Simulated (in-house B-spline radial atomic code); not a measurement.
**Dy⁺ in a hard spherical wall**

Wanted: the cost of confining Dy⁺, radius by radius. More than one configuration is followed.

Method: scalar-relativistic (spin-free one-electron X2C) Hartree-Fock, spin-polarised, average of configuration, Fermi nucleus, basis-set limit. Code: in-house B-spline radial atomic code version 1.

## 1. What is computed

| Quantity | Value |
| --- | --- |
| element | dysprosium (Z = 66) |
| charge | +1 |
| electrons | 65 |
| configuration | [Xe] 4f10 6s1 |
| Hamiltonian | scalar-relativistic (X2C) |
| nucleus | Fermi, rms radius 5.222 fm |

The outer shells:

[Xe] 4f10 6s1
```
[Xe] core
4f [↑↓][↑↓][↑↓][↑ ][↑ ][↑ ][↑ ]
6s [↑ ]
```

Where spins are not typed, each open shell is filled with up spins first.

Settings, as recorded:

```ini
Z = 66
electrons = 65.0
configuration = [Xe] 4f10 6s1
hamiltonian = x2c
method = hf
spin_polarised = True
nucleus = fermi
rms_radius = 5.2218
mass_number = 164
atomic_mass = 163.929180819
speed_of_light = 137.035999084
```

The reference is known from an earlier run: -12152.154184 hartree in all. Up to eight levels, counted from the top:

```
orbital  occupation  energy (eV)  <r> (bohr)
4d down           5      -177.12      0.6128
  5s up           1      -67.298       1.319
5s down           1      -64.523       1.340
  5p up           3      -38.785       1.550
5p down           3      -36.805       1.572
  4f up           7      -21.491      0.8176
4f down           3      -15.947      0.8667
  6s up           1      -10.851       3.927
```

## 2. Wall at 7.53 bohr, configuration [Xe] 4f10 6s1

Settings, as recorded:

```ini
Z = 66
electrons = 65.0
configuration = [Xe] 4f10 6s1
hamiltonian = x2c
method = hf
spin_polarised = True
nucleus = fermi
rms_radius = 5.2218
mass_number = 164
atomic_mass = 163.929180819
speed_of_light = 137.035999084
wall_radius = 7.53
```

## 3. Wall at 3.56 bohr, configuration [Xe] 4f10 6s1

Changes to the settings of step 2:

```diff
@@ -11,2 +11,2 @@
 speed_of_light = 137.035999084
-wall_radius = 7.53
+wall_radius = 3.56
```

## 4. Wall at 1.62 bohr, configuration [Xe] 4f10 6s1

Changes to the settings of step 3:

```diff
@@ -11,2 +11,2 @@
 speed_of_light = 137.035999084
-wall_radius = 3.56
+wall_radius = 1.62
```

## 5. Wall at 7.53 bohr, configuration [Kr] 4d10 4f10 5s2 5p5 5f1 6s1

Settings, as recorded:

```ini
Z = 66
electrons = 65.0
configuration = [Kr] 4d10 4f10 5s2 5p5 5f1 6s1
hamiltonian = x2c
method = hf
spin_polarised = True
nucleus = fermi
rms_radius = 5.2218
mass_number = 164
atomic_mass = 163.929180819
speed_of_light = 137.035999084
wall_radius = 7.53
```

## 6. Wall at 3.56 bohr, configuration [Kr] 4d10 4f10 5s2 5p5 5f1 6s1

Changes to the settings of step 5:

```diff
@@ -11,2 +11,2 @@
 speed_of_light = 137.035999084
-wall_radius = 7.53
+wall_radius = 3.56
```

## 7. Wall at 1.62 bohr, configuration [Kr] 4d10 4f10 5s2 5p5 5f1 6s1

Changes to the settings of step 6:

```diff
@@ -11,2 +11,2 @@
 speed_of_light = 137.035999084
-wall_radius = 3.56
+wall_radius = 1.62
```

## 8. Wall at 7.53 bohr, configuration [Kr] 4d10 4f11 5s2 5p5 6s1

Settings, as recorded:

```ini
Z = 66
electrons = 65.0
configuration = [Kr] 4d10 4f11 5s2 5p5 6s1
hamiltonian = x2c
method = hf
spin_polarised = True
nucleus = fermi
rms_radius = 5.2218
mass_number = 164
atomic_mass = 163.929180819
speed_of_light = 137.035999084
wall_radius = 7.53
```

## 9. Wall at 3.56 bohr, configuration [Kr] 4d10 4f11 5s2 5p5 6s1

Changes to the settings of step 8:

```diff
@@ -11,2 +11,2 @@
 speed_of_light = 137.035999084
-wall_radius = 7.53
+wall_radius = 3.56
```

## 10. Wall at 1.62 bohr, configuration [Kr] 4d10 4f11 5s2 5p5 6s1

Changes to the settings of step 9:

```diff
@@ -11,2 +11,2 @@
 speed_of_light = 137.035999084
-wall_radius = 3.56
+wall_radius = 1.62
```

What do the energy and the highest level do as the wall closes in, and which configuration is lower at each radius?

**Answer**, as computed:

| configuration | radius (bohr) | energy above the free system (eV) | highest level (eV) |
| --- | --- | --- | --- |
| [Xe] 4f10 6s1 | 7.53 | 0.241 | -10.618 (6s up) |
| [Xe] 4f10 6s1 | 3.56 | 21.411 | 7.264 (6s up) |
| [Xe] 4f10 6s1 | 1.62 | 1009.49 | 355.05 (6s up) |
| [Kr] 4d10 4f10 5s2 5p5 5f1 6s1 | 7.53 | 34.901 | -0.462 (5f up) |
| [Kr] 4d10 4f10 5s2 5p5 5f1 6s1 | 3.56 | 77.231 | 25.289 (5f up) |
| [Kr] 4d10 4f10 5s2 5p5 5f1 6s1 | 1.62 | 1159.35 | 355.05 (6s up) |
| [Kr] 4d10 4f11 5s2 5p5 6s1 | 7.53 | 28.739 | -10.609 (6s up) |
| [Kr] 4d10 4f11 5s2 5p5 6s1 | 3.56 | 50.626 | 7.601 (6s up) |
| [Kr] 4d10 4f11 5s2 5p5 6s1 | 1.62 | 1008.69 | 357.28 (6s up) |

**Reading.** For [Xe] 4f10 6s1 the energy above the free reference is 0.241 eV at 7.53 bohr and 1009.49 eV at 1.62 bohr. Its highest level passes zero between 7.53 and 3.56 bohr; in smaller spheres the level is positive, pushed up by confinement, and the wall keeps the electron in. Of [Xe] 4f10 6s1 and [Kr] 4d10 4f10 5s2 5p5 5f1 6s1, the first stays lower at every radius that both share. At 1.62 bohr the lowest of all 3 is [Kr] 4d10 4f11 5s2 5p5 6s1. A hard wall is a crude model of an atom's surroundings.
